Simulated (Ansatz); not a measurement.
What does this script print? It uses Ansatz 0.2.0 through its Python package.

Contents of `ch6nsbte.xyz`:
```text
10

N    -0.67080    1.51230    0.25260
C     0.46230    0.76070   -0.05480
Sb    0.52140   -0.99290    1.20650
Te   -1.27860   -2.32670   -0.31350
H    -1.55670    0.94510    0.07530
H    -0.69490    1.82380    1.25400
H     1.40180    1.37980    0.12140
H     0.48750    0.46480   -1.12490
H     1.88130   -1.65680    0.32090
H    -0.47040   -1.96120   -1.73470
```

`field_ch6nsbte.py`:
```python
'''Response of CH6NSbTe to a pair of distant point charges.'''

import ansatz
import numpy as np


def main() -> None:
    system = ansatz.Crystal.molecule_from_extxyz('ch6nsbte.xyz')

    model = (
        system.calculation()
        .basis(gaussian='def2-SVPD')
        .correlation('mp2')  # correlation on top of the mean field
        .forces()
    )
    # charges +q and -q at -R and +R make a nearly even field 2 k q / R^2 at the centre
    centre = np.mean([site.position_ang for site in system.cartesian_sites], axis=0)
    field = 2 * 14.399645 * 3.0 / 30.0 ** 2


    def dipole(axis, sign):
        arm = 30.0 * np.eye(3)[axis]
        pair = [{'charge': sign * 3.0, 'position_ang': (centre - arm).tolist()}, {'charge': -sign * 3.0, 'position_ang': (centre + arm).tolist()}]
        deck = model.input().set(ansatz.key.basis.gaussian.point_charges, pair)
        return np.array(ansatz.Session.from_dict(deck).plan().execute().report['charge_distribution']['dipole_moment_e_ang'])


    print(f'field {field:.4f} V/A')
    alpha = np.array([(dipole(axis, 1) - dipole(axis, -1)) / (2 * field) * 14.399645 for axis in range(3)])
    print('polarisability tensor (A^3)')
    print(np.array2string(alpha, precision=3, suppress_small=True))
    print(f'mean {np.trace(alpha) / 3:.3f} A^3 = {np.trace(alpha) / 3 / 0.14818471:.2f} bohr^3')


if __name__ == '__main__':
    main()
```

Output of `python field_ch6nsbte.py`:
```text
field 0.0960 V/A
polarisability tensor (A^3)
[[16.494  1.499  2.036]
 [ 1.531 18.346  1.094]
 [ 2.039  1.079 15.355]]
mean 16.732 A^3 = 112.91 bohr^3
```

Notes:
- These settings explore the input space; basis and method may be short of convergence.
- The geometry is a force-field or estimated start, not a minimum of this method, and the basis set is short of its limit. The field of two point charges is only nearly even.
- def2 sets replace the cores of elements past krypton by effective core potentials.
- Hardware and time: 2.1 min on 1 thread of Arm Neoverse V2, on a shared host, peak memory 0.64 GiB.

(Lines on the test bed's own set-up are left out of the output.)
